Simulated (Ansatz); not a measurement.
# AlBH4SeSi: a ladder of functionals and wavefunction methods

An exercise on one series of results from a longer session: the logs are not shown, and one member is left open.

The runs use Ansatz 0.2.0, Gaussian basis; functionals in def2-TZVPP, the program's frozen cores in correlated methods.

Levels to be run: LDA (SPW92), PBE-D4, revPBE-D4, BLYP-D4, r2SCAN-D4, B97M-V, PBE0-D4, B3LYP-D4, r2SCANh-D4, r2SCAN0-D4, HSE06-D4, BHLYP-D4, CAM-B3LYP-D4, LC-ωPBE, ωB97X-V, ωB97M-V, B2PLYP, PBE-QIDH; CCSD(T)/def2-SVP; CCSD(T)/def2-TZVPP; MP2/def2-QZVPP; extrapolation to the limit; RPA on PBE.

## The geometry

All runs share one geometry, relaxed beforehand with PBE0-D4 in a triple-zeta def2 set.

8 atoms, charge 0, spin multiplicity 1.

Atoms are counted from 1 here; the program's logs count them from 0.

Bond lengths: Al1–B2 2.081 Å, Al1–H5 1.590 Å, Al1–H6 1.590 Å, B2–Si3 1.962 Å, B2–Se4 1.928 Å, Si3–Se4 2.281 Å, Si3–H7 1.481 Å, Si3–H8 1.481 Å. Angles: B2–Al1–H5 120.4°, B2–Al1–H6 120.4°, H5–Al1–H6 119.1°, Al1–B2–Si3 151.6°, Al1–B2–Se4 136.6°, Si3–B2–Se4 71.8°, B2–Si3–Se4 53.4°, B2–Si3–H7 123.2°, B2–Si3–H8 123.2°, Se4–Si3–H7 114.5°, Se4–Si3–H8 114.5°, H7–Si3–H8 112.1°, B2–Se4–Si3 54.8°.

The first run:

Contents of in.yaml:

```yaml
crystal:
  periodic: [false, false, false]
  atoms:
    - {symbol: Al, position_ang: [-0.946374, 1.804809, -0.489523]}
    - {symbol: B, position_ang: [0.106564, 0.017956, -0.314789]}
    - {symbol: Si, position_ang: [0.706806, -1.537626, 0.718928]}
    - {symbol: Se, position_ang: [1.201215, -1.079999, -1.460018]}
    - {symbol: H, position_ang: [-2.474885, 1.798844, -0.928120]}
    - {symbol: H, position_ang: [-0.247979, 3.189079, -0.136102]}
    - {symbol: H, position_ang: [1.871225, -1.502816, 1.634036]}
    - {symbol: H, position_ang: [-0.124471, -2.747244, 0.919788]}
basis:
  gaussian: {orbitals: def2-TZVPP}
hamiltonian: {xc: lda}
output: {orbitals: {seedname: orbitals}}
```

The run is started by

```sh
ansatz run in.yaml --threads 2 --pin off --events-out ev --progress --plain --max-ram 4352MiB
```

Among the steps run: LDA; PBE-D4 (GGA); revPBE-D4 (GGA); BLYP-D4 (GGA); r2SCAN-D4 (meta-GGA); B97M-V (meta-GGA); B3LYP-D4 (hybrid); r2SCANh-D4 (hybrid); r2SCAN0-D4 (hybrid); HSE06-D4 (hybrid); BHLYP-D4 (hybrid); CAM-B3LYP-D4 (range-separated); LC-ωPBE (range-separated); ωB97X-V (range-separated); ωB97M-V (range-separated); B2PLYP (double hybrid); PBE-QIDH (double hybrid).

One table of the session follows, with a row left open; its other results are not shown here.

It belongs to the step «Orbital energies across the functionals». 

| functional | HOMO (eV) | LUMO (eV) | gap (eV) |
| --- | --- | --- | --- |
| LDA (SPW92) | -6.02 | -3.31 | 2.71 |
| PBE-D4 | -5.89 | -3.12 | 2.78 |
| revPBE-D4 | -5.84 | -3.04 | 2.80 |
| BLYP-D4 | -5.73 | -2.89 | 2.84 |
| r2SCAN-D4 | -6.09 | -2.97 | 3.12 |
| B97M-V | ? | ? | ? |
| PBE0-D4 | -6.89 | -2.28 | 4.62 |
| B3LYP-D4 | -6.69 | -2.38 | 4.31 |
| r2SCANh-D4 | -6.46 | -2.67 | 3.79 |
| r2SCAN0-D4 | -7.02 | -2.21 | 4.81 |
| HSE06-D4 | -6.51 | -2.65 | 3.85 |
| BHLYP-D4 | -7.75 | -1.22 | 6.53 |
| CAM-B3LYP-D4 | -8.08 | -1.10 | 6.97 |
| LC-ωPBE | -9.34 | -0.12 | 9.22 |
| ωB97X-V | -9.02 | -0.16 | 8.86 |
| ωB97M-V | -8.84 | -0.31 | 8.53 |

Estimate the missing values for B97M-V.

As computed: HOMO (eV): -6.15; LUMO (eV): -2.98; gap (eV): 3.16. In the column «HOMO (eV)» it lies between r2SCANh-D4 (-6.46) and r2SCAN-D4 (-6.09).
